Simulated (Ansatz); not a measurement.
# Cu+ with TeH₂: structure and interaction energy

An exercise on one series of results from a longer session: the logs are not shown, and one member is left open.

The runs use Ansatz 0.2.0, Gaussian basis; PBE0-D4 structure, single points in def2-TZVPPD.

Levels: PBE-D4, revPBE-D4, BLYP-D4, r2SCAN-D4, B97M-V, PBE0-D4, B3LYP-D4, HSE06-D4, wB97X-V, wB97M-V, B2PLYP, Hartree-Fock, MP2, CCSD, CCSD(T). The reference is CCSD(T) extrapolated to the basis limit. For elements past Ar these valence bases correlate outer-core shells poorly and lack relativity, so that limit is rough.

Cores are frozen in the correlated methods. The 3s and 3p shells of Cu and Zn are frozen; filled d shells are correlated. Core potentials replace the inner electrons past krypton, and spin-orbit coupling is left out. B3LYP uses VWN-RPA correlation. B2PLYP carries no dispersion term here.

163 further runs of the same task are left out: 163 set aside as unsound or not needed.

### Where the work starts

The pair, from a GFN2-xTB docking trial: 4 atoms, charge 1, spin multiplicity 1.

Atoms are counted from 1 here; the program's logs count them from 0.

Bond lengths: Cu1–Te2 2.531 Å, Te2–H3 1.622 Å, Te2–H4 1.624 Å. Angles: Cu1–Te2–H3 95.5°, Cu1–Te2–H4 96.8°, H3–Te2–H4 89.0°.

As a file:

```csv
atom,x (Å),y (Å),z (Å)
Cu1,1.28590,0.31170,-1.58730
Te2,-0.71090,-0.30800,-0.16000
H3,0.15020,-1.04370,1.00150
H4,-0.72510,1.03990,0.74580
```

Atoms 1 to 1 are fragment A (Cu+), the rest fragment B (TeH₂).

The first run:

pre/in.yaml reads:

```yaml
crystal:
  periodic: [false, false, false]
  atoms:
    - {symbol: Cu, position_ang: [1.285900, 0.311700, -1.587300]}
    - {symbol: Te, position_ang: [-0.710900, -0.308000, -0.160000]}
    - {symbol: H, position_ang: [0.150200, -1.043700, 1.001500]}
    - {symbol: H, position_ang: [-0.725100, 1.039900, 0.745800]}
basis:
  gaussian: {orbitals: def2-SVP}
total_charge: 1
hamiltonian: {xc: pbe, dispersion: d4}
relax: {f_tol: 0.03, max_steps: 250}
```

Started as:

```
> ansatz run in.yaml --threads 2 --pin off --events-out ev --progress --plain --max-ram 5222MiB
```

Among the steps run: A first relaxation in a small basis; Relaxation at PBE0-D4; wB97X-V/def2-TZVPPD; wB97M-V/def2-TZVPPD; B2PLYP/def2-TZVPPD; B97M-V/def2-TZVPPD; CCSD(T)/def2-TZVPPD; MP2/def2-QZVPPD; SPW92/def2-SVP; wB97M-V/def2-SVP; CCSD(T)/def2-SVP; Vibrations of the pair.

One of the session's tables, all rows but one given; the rest of the session is left out.

| method | interaction (meV) |
| --- | --- |
| PBE-D4 | -2758 |
| revPBE-D4 | -2577 |
| BLYP-D4 | -2703 |
| r2SCAN-D4 | -2637 |
| B97M-V | -2596 |
| PBE0-D4 | -2365 |
| B3LYP-D4 | -2413 |
| HSE06-D4 | -2360 |
| wB97X-V | -2187 |
| wB97M-V | -2179 |
| B2PLYP | ? |
| Hartree-Fock | -1230 |
| MP2 | -1989 |
| CCSD | -1773 |
| CCSD(T) | -1885 |
| CCSD(T)/CBS | -2116 |

Q: Estimate the row for B2PLYP from the others.

The run gave: interaction (meV): -2196. In the column «interaction (meV)» it lies between HSE06-D4 (-2360) and wB97X-V (-2187).

Among the levels timed on like hardware and quicker than the yardstick, those that no quicker one beats, quickest first: PBE-D4 (3.6 s, -642 meV); revPBE-D4 (3.8 s, -461 meV); PBE0-D4 (4.6 s, -248 meV); HSE06-D4 (5.2 s, -244 meV); B2PLYP (12 s, -79 meV); wB97X-V (14 s, -71 meV); wB97M-V (14 s, -62 meV).

For cost: wB97M-V gets within 62 meV in 14 s, where CCSD(T)/CBS took 49 s; the quickest level in the cost chart, PBE-D4, takes 3.6 s and misses by 642 meV.

Caveats from the session: A lower arrangement may exist.
